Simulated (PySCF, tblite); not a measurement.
# C5H4NO radical: geometry, infrared bands and EPR parameters

Aim: predict the infrared bands and EPR parameters of C5H4NO radical (`[H]/N=[C]/c1ccco1`).

The runs use tblite 0.8.0 and PySCF 2.14.0, with density-fitted response routines of our own; the level of theory stands in each step. All values are computed, except where a source is named. Atoms count from 0, in the outputs and in this text.

**1. The molecule as given**

11 atoms, charge 0, multiplicity 2; geometry from: force field or distance geometry start.

Bonds of the start (Å): N0–C1 1.27, C1–C2 1.45, C2–C3 1.38, C3–C4 1.37, C4–C5 1.37, C5–O6 1.32, O6–C2 1.32, N0–H7 1.04, C3–H8 1.10, C4–H9 1.09, C5–H10 1.08.

**2. Geometry optimisation with GFN2-xTB**

Job settings and geometry (Å):

```
{"job": {"kind": "relax", "xc": "GFN2-xTB", "basis": "xTB"}, "charge": 0, "multiplicity": 2}
N      2.834600     0.470600    -0.256900
C      1.829200     0.840400     0.432000
C      0.449200     0.451800     0.235300
C     -0.047300    -0.814200    -0.023200
C     -1.403400    -0.676200    -0.133000
C     -1.656500     0.662400     0.032400
O     -0.540600     1.329800     0.253100
H      2.797400    -0.154800    -1.091400
H      0.534500    -1.744400    -0.090000
H     -2.141200    -1.450000    -0.333500
H     -2.650600     1.087400    -0.010800
```

On the command line:

```sh
$ OMP_NUM_THREADS=1 python probes_run.py task.json out
```

The driver reads the jobs from task.json and runs them one after another.

**Question.** This job is followed by: GFN2-xTB harmonic vibrations, gas phase; UKS B3LYP, pcH-1 on C H N O, non-relativistic, mean-field spin-orbit, GIAO. What will the session give for the following? strongest single infrared mode (GFN2-xTB); zero-point energy (GFN2-xTB); g(iso) (B3LYP); ⟨S²⟩; largest a(iso); surface potential, 1st and 99th percentile.

As calculated:

| quantity | value |
| --- | --- |
| strongest single infrared mode (GFN2-xTB) | 2087 cm⁻¹, 502 km/mol |
| zero-point energy (GFN2-xTB) | 47.4 kcal/mol |
| g(iso) (B3LYP) | 2.00187 |
| ⟨S²⟩ | 0.773 (exact 0.75) |
| largest a(iso) | 1H on H7, 138.7 MHz |
| surface potential, 1st and 99th percentile | -1.29 V and 1.81 V |

Relaxing lowered the energy by 0.800 eV in 48 steps; the close pair that moved most is C1–C2, from 1.447 to 1.349 Å. No mode is imaginary among the 27: a minimum at this level. The strongest single mode, at 2087 cm⁻¹, moves mainly C1. GFN2-xTB is a fitted tight-binding method: band positions and strengths are rough. Its intensities can rank the bands wrongly. The largest spin populations lie on C1 (0.46 e), C3 (0.37 e). The isotropic g lies 0.4 ppt below the free-electron value.
